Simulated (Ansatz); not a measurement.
# C₂H₈AlNSi: small, medium and large basis sets

The task here is to estimate one member of a computed series from the others.

Computed with Ansatz 0.2.0, Gaussian basis. Level: one geometry, several basis sets.

Plan: PBE0-D4/def2-SVP; ωB97M-V/def2-SVP; PBE0-D4/def2-QZVPP; ωB97M-V/def2-QZVPP; the functionals' def2-TZVPP values are taken from earlier runs.

## Structure used throughout

An earlier PBE0-D4 in a triple-zeta def2 set relaxation fixed the geometry.

13 atoms, charge 0, spin multiplicity 1.

Atoms are counted from 1 here; the program's logs count them from 0.

Bond lengths: C1–N2 1.424 Å, C1–H6 1.099 Å, C1–H7 1.099 Å, C1–H8 1.093 Å, N2–Al3 1.719 Å, N2–C4 1.516 Å, Al3–C4 1.926 Å, Al3–H9 1.569 Å, C4–Si5 1.858 Å, C4–H10 1.098 Å, Si5–H11 1.495 Å, Si5–H12 1.490 Å, Si5–H13 1.494 Å. Angles: N2–C1–H6 111.7°, N2–C1–H7 112.0°, N2–C1–H8 110.0°, H6–C1–H7 107.2°, H6–C1–H8 107.9°, H7–C1–H8 107.9°, C1–N2–Al3 166.7°, C1–N2–C4 120.5°, Al3–N2–C4 72.8°, N2–Al3–C4 48.8°, N2–Al3–H9 147.0°, C4–Al3–H9 164.2°, N2–C4–Al3 58.5°, N2–C4–Si5 118.3°, N2–C4–H10 113.8°, Al3–C4–Si5 121.2°, Al3–C4–H10 119.3°, Si5–C4–H10 114.1° and more.

As a file:

| atom | x (Å) | y (Å) | z (Å) |
| --- | --- | --- | --- |
| C1 | -1.5044 | 0.1912 | 1.0977 |
| N2 | -0.6258 | 0.8013 | 0.1580 |
| Al3 | 0.3326 | 1.8718 | -0.7854 |
| C4 | 0.0741 | -0.0339 | -0.8967 |
| Si5 | 1.3970 | -1.2177 | -0.3479 |
| H6 | -2.3473 | -0.3095 | 0.6003 |
| H7 | -0.9926 | -0.5655 | 1.7084 |
| H8 | -1.9131 | 0.9471 | 1.7728 |
| H9 | 0.7823 | 3.3524 | -1.0459 |
| H10 | -0.6022 | -0.4409 | -1.6600 |
| H11 | 0.9206 | -2.4105 | 0.4166 |
| H12 | 2.1375 | -1.7272 | -1.5368 |
| H13 | 2.3618 | -0.4933 | 0.5338 |

Set-up of the first run:

Input file in.yaml:

```yaml
crystal:
  periodic: [false, false, false]
  atoms:
    - {symbol: C, position_ang: [-1.504433, 0.191230, 1.097662]}
    - {symbol: N, position_ang: [-0.625756, 0.801269, 0.157989]}
    - {symbol: Al, position_ang: [0.332635, 1.871838, -0.785394]}
    - {symbol: C, position_ang: [0.074092, -0.033937, -0.896670]}
    - {symbol: Si, position_ang: [1.396985, -1.217744, -0.347947]}
    - {symbol: H, position_ang: [-2.347308, -0.309509, 0.600287]}
    - {symbol: H, position_ang: [-0.992556, -0.565507, 1.708398]}
    - {symbol: H, position_ang: [-1.913106, 0.947132, 1.772769]}
    - {symbol: H, position_ang: [0.782324, 3.352393, -1.045920]}
    - {symbol: H, position_ang: [-0.602250, -0.440910, -1.659965]}
    - {symbol: H, position_ang: [0.920575, -2.410488, 0.416613]}
    - {symbol: H, position_ang: [2.137532, -1.727245, -1.536827]}
    - {symbol: H, position_ang: [2.361763, -0.493323, 0.533807]}
basis:
  gaussian: {orbitals: def2-SVP}
hamiltonian: {xc: pbe0, dispersion: d4}
output: {orbitals: {seedname: orbitals}}
```

Among the steps run: PBE0-D4 in def2-SVP; ωB97M-V in def2-SVP; PBE0-D4 in def2-QZVPP; ωB97M-V in def2-QZVPP.

One of the session's tables, all rows but one given; the rest of the session is left out.

It belongs to the step «Functionals by basis». 

```
functional       basis  HOMO (eV)
   PBE0-D4    def2-SVP      -5.99
   PBE0-D4  def2-TZVPP      -6.03
   PBE0-D4  def2-QZVPP          ?
   ωB97M-V    def2-SVP      -8.18
   ωB97M-V  def2-TZVPP      -8.24
   ωB97M-V  def2-QZVPP      -8.26
```

**Question.** Estimate the row for PBE0-D4, def2-QZVPP.

The run gave: HOMO (eV): -6.04. In the column «HOMO (eV)» it lies between ωB97M-V, def2-SVP (-8.18) and PBE0-D4, def2-TZVPP (-6.03).
